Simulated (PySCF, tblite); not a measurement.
**C₇H₇O radical: geometry, infrared bands and EPR parameters**

What infrared bands and EPR parameters should C₇H₇O radical (`COc1c[c]ccc1`) show?

Computed with tblite 0.8.0 and PySCF 2.14.0, with density-fitted response routines of our own, on a single molecule in the gas phase. Atoms are numbered from 0 throughout.

## (1) Starting geometry

15 atoms, charge 0, multiplicity 2; geometry from: force field or distance geometry start.

Bonds of the start (Å): C0–O1 1.42, O1–C2 1.38, C2–C3 1.38, C3–C4 1.40, C4–C5 1.39, C5–C6 1.39, C6–C7 1.39, C7–C2 1.40, C0–H8 1.09, C0–H9 1.11, C0–H10 1.09, C3–H11 1.10, C5–H12 1.08, C6–H13 1.09, C7–H14 1.09.

## (2) Optimising the geometry with GFN2-xTB

What the job is given:

```
{"job": {"kind": "relax", "xc": "GFN2-xTB", "basis": "xTB"}, "charge": 0, "multiplicity": 2}
C     -2.560900    -0.131500     0.342000
O     -1.535100     0.769800    -0.045100
C     -0.248600     0.259700    -0.042300
C      0.112000    -1.033900     0.271500
C      1.454000    -1.422500     0.234000
C      2.428300    -0.505600    -0.153200
C      2.071800     0.802300    -0.480800
C      0.734900     1.183800    -0.419500
H     -2.636200    -0.972100    -0.354500
H     -3.519000     0.419700     0.304800
H     -2.437000    -0.480800     1.369700
H     -0.613600    -1.794400     0.581100
H      3.468500    -0.812500    -0.177700
H      2.832800     1.519200    -0.775000
H      0.443600     2.206600    -0.676900
```

Command:

```bash
$ OMP_NUM_THREADS=1 python probes_run.py task.json out
```

The driver reads the jobs from task.json and runs them one after another.

What it wrote:

```text
step      E/eV     max force
  0    -612.23289    2.491
  1    -612.34128    0.789
  2    -612.36537    0.454
  3    -612.37969    0.258
  4    -612.38272    0.173
  5    -612.38532    0.118
  6    -612.38635    0.071
  7    -612.38684    0.046
  8    -612.38707    0.061
  9    -612.38729    0.064
 10    -612.38747    0.040
 11    -612.38756    0.021
 12    -612.38760    0.016
 13    -612.38763    0.012
 14    -612.38765    0.011
 15    -612.38766    0.008
```

Wall time 0.07 s (1 thread of AMD EPYC 9B14, shared host).

Relaxation path:

```
step  energy from step 0 (eV)  largest force (eV/Å)
   0                   0.0000                2.4906
   1                  -0.1084                0.7889
   2                  -0.1325                0.4545
   3                  -0.1468                0.2582
   4                  -0.1498                0.1735
   5                  -0.1524                0.1181
   6                  -0.1535                0.0713
   7                  -0.1540                0.0464
   8                  -0.1542                0.0612
   9                  -0.1544                0.0642
  10                  -0.1546                0.0399
  11                  -0.1547                0.0205
  12                  -0.1547                0.0156
  13                  -0.1547                0.0118
  14                  -0.1548                0.0110
  15                  -0.1548                0.0075
```

Distances of close pairs at the start and the end, largest changes first:

| bond | before (Å) | after (Å) | change (Å) |
| --- | --- | --- | --- |
| C3–C4 | 1.398 | 1.363 | -0.035 |
| C4–C5 | 1.393 | 1.361 | -0.031 |
| O1–C2 | 1.384 | 1.361 | -0.023 |
| C2–C3 | 1.379 | 1.400 | +0.021 |
| C0–H9 | 1.106 | 1.089 | -0.017 |
| C3–H11 | 1.096 | 1.079 | -0.017 |
| C7–H14 | 1.094 | 1.079 | -0.015 |
| C0–O1 | 1.419 | 1.406 | -0.013 |

The next job starts from the end point, and lists it.

## (3) Vibrational analysis with GFN2-xTB

What the job is given:

```
{"job": {"kind": "ir", "xc": "GFN2-xTB", "basis": "xTB"}, "charge": 0, "multiplicity": 2}
C     -2.566565    -0.133919     0.343175
O     -1.531848     0.741852    -0.030321
C     -0.255088     0.269811    -0.048009
C      0.112607    -1.040647     0.279925
C      1.436712    -1.355408     0.212514
C      2.440501    -0.509173    -0.147328
C      2.063431     0.794641    -0.473516
C      0.739310     1.174336    -0.422769
H     -2.639309    -0.985855    -0.341295
H     -3.483478     0.450587     0.286978
H     -2.433872    -0.499564     1.367020
H     -0.622437    -1.773264     0.574343
H      3.473937    -0.814346    -0.182864
H      2.819626     1.507890    -0.767572
H      0.442058     2.181048    -0.672192
```

What it wrote:

```text
mode    cm-1     km/mol
  1      88.4      5.05
  2     189.2      2.65
  3     248.9      2.03
  4     254.3      1.06
  5     378.0      0.44
  6     420.0      0.01
  7     472.6      2.56
  8     521.4     10.59
  9     576.9      4.16
 10     614.9      0.04
 11     750.9     46.49
 12     776.2     20.01
 13     813.1      3.24
 14     861.3      1.91
 15     895.4      0.23
 16     951.3     15.85
 17    1062.4     36.37
 18    1087.5      0.01
 19    1099.5      5.06
 20    1122.6      2.00
 21    1153.8      3.60
 22    1155.8     14.06
 23    1206.0     81.55
 24    1247.4     73.61
 25    1289.6     98.18
 26    1400.9      1.60
 27    1408.3     17.49
 28    1449.3    117.78
 29    1471.9      5.61
 30    1483.6      6.65
 31    1515.9     44.66
 32    1616.0     66.07
 33    2927.2     41.43
 34    2941.0     31.56
 35    3028.0     16.85
 36    3067.6     20.21
 37    3086.2     21.31
 38    3091.5     31.29
 39    3100.9     13.33
```

It took 0.36 s on 1 thread of AMD EPYC 9B14, shared host.

The strongest bands and the atoms that carry them (share of the mass-weighted mode):

```csv
cm⁻¹,km/mol,atoms
751,46.5,"H12 33 %, H13 22 %, H14 13 %"
1206,81.5,"H11 31 %, H12 12 %, C2 12 %, C3 10 %"
1247,73.6,"H13 24 %, C2 23 %, H14 15 %, H11 11 %"
1290,98.2,"C2 30 %, C5 16 %, C6 14 %, C7 10 %"
1449,117.8,"C2 25 %, C7 24 %, C4 14 %"
1516,44.7,"C2 30 %, C6 24 %, C5 17 %, C3 13 %"
1616,66.1,"C4 35 %, C7 21 %, C6 13 %, C3 12 %"
2927,41.4,"H8 47 %, H10 45 %"
```

## (4) EPR parameters: B3LYP/pcH-1

Same as in step 3 but for these lines:

```diff
@@ -1,2 +1,2 @@
-{"job": {"kind": "ir", "xc": "GFN2-xTB", "basis": "xTB"}, "charge": 0, "multiplicity": 2}
+{"job": {"kind": "epr", "basis": "pcH-1"}, "charge": 0, "multiplicity": 2}
 C     -2.566565    -0.133919     0.343175
```

Method: UKS B3LYP, pcH-1 on C H O, non-relativistic, mean-field spin-orbit, GIAO.

What it wrote:

```text
UKS, coarse grid
  cycle   1  E = -346.03177786  |g| = 4.28e-01
  cycle   2  E = -345.97737751  |g| = 5.91e-01
  cycle   3  E = -346.10301203  |g| = 9.76e-02
  cycle   4  E = -346.10642093  |g| = 3.91e-02
  cycle   5  E = -346.10712888  |g| = 1.19e-02
  cycle   6  E = -346.10719945  |g| = 5.62e-03
  cycle   7  E = -346.10722283  |g| = 2.20e-03
  cycle   8  E = -346.10722878  |g| = 1.33e-03
  cycle   9  E = -346.10723114  |g| = 6.06e-04
UKS, final grid
  cycle   1  E = -346.10718479  |g| = 8.92e-04
  cycle   2  E = -346.10718387  |g| = 1.70e-03
  cycle   3  E = -346.10718547  |g| = 1.65e-04
  cycle   4  E = -346.10718556  |g| = 1.73e-04
  cycle   5  E = -346.10718561  |g| = 5.30e-05
  cycle   6  E = -346.10718562  |g| = 1.20e-05
E = -346.10718562 Eh   <S^2> = 0.7569 (exact 0.7500)
g shifts (ppm)      1          2          3
  rmc          -166       -166       -166
  gc             30         14        -16
  oz_so        -636         -8        896
  total        -773       -161        714
hyperfine (MHz)  atom isotope    a_iso     a_fc   dipolar eigenvalues
    0   13C      -0.37      -0.37     -0.45     -0.00      0.45
    1   17O       0.27       0.27     -4.18      1.21      2.97
    2   13C      56.21      56.21     -5.56     -1.91      7.47
    3   13C      19.46      19.46    -12.85     -1.92     14.77
    4   13C     399.51     399.51    -79.10    -62.60    141.70
    5   13C      13.27      13.27    -14.19     -2.20     16.38
    6   13C      57.96      57.96     -6.30     -2.09      8.39
    7   13C      -7.32      -7.32     -6.43      2.36      4.06
    8    1H       0.76       0.76     -1.19     -0.87      2.06
    9    1H       1.40       1.40     -0.69     -0.58      1.27
   10    1H       0.74       0.74     -1.19     -0.87      2.06
   11    1H      65.63      65.63     -6.90     -5.79     12.69
   12    1H      54.05      54.05     -6.90     -5.66     12.56
   13    1H      19.86      19.86     -2.98     -2.28      5.26
   14    1H       3.81       3.81     -1.56      0.41      1.15
```

It took 44 s on 1 thread of AMD EPYC 9B14, shared host; peak memory 0.97 GiB.

Principal g values 2.00155, 2.00216, 2.00303; g(iso) = 2.00225, against 2.00232 for a free electron.

Hyperfine couplings; where a row names several nuclei, a(iso) is their mean (it holds for fast rotation or exchange) and the dipolar term the largest among them:

```csv
nuclei,isotope,a(iso) (MHz),"a(iso) (G, at g = 2.0023)",largest dipolar term (MHz)
C4,13C,399.5,142.6,141.7
H11,1H,65.6,23.4,12.7
C6,13C,58.0,20.7,8.4
C2,13C,56.2,20.1,7.5
H12,1H,54.0,19.3,12.6
H13,1H,19.9,7.1,5.3
C3,13C,19.5,6.9,14.8
C5,13C,13.3,4.7,16.4
C7,13C,-7.3,-2.6,-6.4
H14,1H,3.8,1.4,-1.6
"H8, H9, H10",1H,1.0,0.3,2.1
C0,13C,-0.4,-0.1,0.5
O1,17O,0.3,0.1,-4.2
```

Mulliken spin populations:

C0 0.00; O1 0.01; C2 0.06; C3 -0.08; C4 1.01; C5 -0.07; C6 0.06; C7 -0.04; H8 0.00; H9 0.00; H10 0.00; H11 0.02; H12 0.02; H13 0.01; H14 0.00

In first order the couplings over 0.8 MHz of 1H give 64 distinct lines over 52.2 G, if the averaged nuclei exchange fast; the same motion can average rows kept apart here too.

Orbitals, density, ELF and potential are computed afterwards from the orbital file.

ELF in a plane through or near 13 of the atoms.

Values, 10 rows by 14 columns:
```
0.00 0.00 0.00 0.00 0.00 0.00 0.00 0.00 0.00 0.00 0.00 0.00 0.00 0.00
0.00 0.00 0.00 0.00 0.00 0.01 0.07 0.00 0.00 0.00 0.00 0.00 0.00 0.00
0.00 0.00 0.00 0.12 0.00 0.74 1.00 0.47 0.02 0.02 0.00 0.00 0.00 0.00
0.00 0.00 0.53 1.00 0.62 0.46 0.94 0.09 0.78 0.69 0.06 0.97 0.07 0.00
0.00 0.00 0.07 0.88 0.24 0.90 0.57 0.27 0.60 0.79 0.90 1.00 0.64 0.00
0.00 0.00 0.14 0.42 0.62 0.25 0.21 0.86 0.15 0.44 0.38 0.18 0.02 0.00
0.00 0.01 0.98 1.00 0.48 0.36 0.91 0.27 0.95 0.04 0.18 0.01 0.00 0.00
0.00 0.00 0.23 0.36 0.18 0.93 0.67 0.49 0.99 0.14 0.00 0.00 0.00 0.00
0.00 0.00 0.00 0.00 0.13 0.69 0.30 0.00 0.04 0.00 0.00 0.00 0.00 0.00
0.00 0.00 0.00 0.00 0.00 0.00 0.00 0.00 0.00 0.00 0.00 0.00 0.00 0.00
```
The map spans 12.1 Å across and 9.6 Å up, centred on the molecule. Atoms in the plane (x, y in Å): C0 (2.6, 0.1), O1 (1.4, 0.9), C2 (0.2, 0.3), C3 (0.0, -1.1), C4 (-1.3, -1.5), C5 (-2.4, -0.8), C6 (-2.2, 0.6), C7 (-0.9, 1.1), H9 (3.4, 0.8), H11 (0.9, -1.8), H12 (-3.4, -1.2), H13 (-3.0, 1.3), H14 (-0.7, 2.2).

On the surface of density 0.002 e/bohr³ the electrostatic potential runs, from the 1st to the 99th percentile, from -0.99 V near O1 to 1.04 V near H11.

The spin density lies nearest to C4 74 %.

## (5) Results

| quantity | value |
| --- | --- |
| strongest single infrared mode (GFN2-xTB) | 1449 cm⁻¹, 118 km/mol |
| zero-point energy (GFN2-xTB) | 72.7 kcal/mol |
| g(iso) (B3LYP) | 2.00225 |
| ⟨S²⟩ | 0.757 (exact 0.75) |
| largest a(iso) (averaged by class) | 13C on C4, 399.5 MHz |
| potential on the surface of density 0.002 e/bohr³, 1st and 99th percentile | -0.99 V and 1.04 V |

In words: The optimisation took 15 steps and gained 0.155 eV; among the close pairs (by a distance rule), C3–C4 changed most, from 1.398 to 1.363 Å. All 39 modes are real, so the xTB geometry is a minimum. The strongest single mode, at 1449 cm⁻¹, is spread over many atoms; the largest shares are those of C2, C7. Unscaled tight-binding wavenumbers are off by several per cent, some by more. Its intensities can rank the bands wrongly. Most of the unpaired spin sits on C4 (1.01 e). The isotropic g lies 0.1 ppt below the free-electron value. These values are for one conformer; the search (at its own cheap level) found 1 more, at 0.25 kcal/mol, and measured spectra average over such forms.
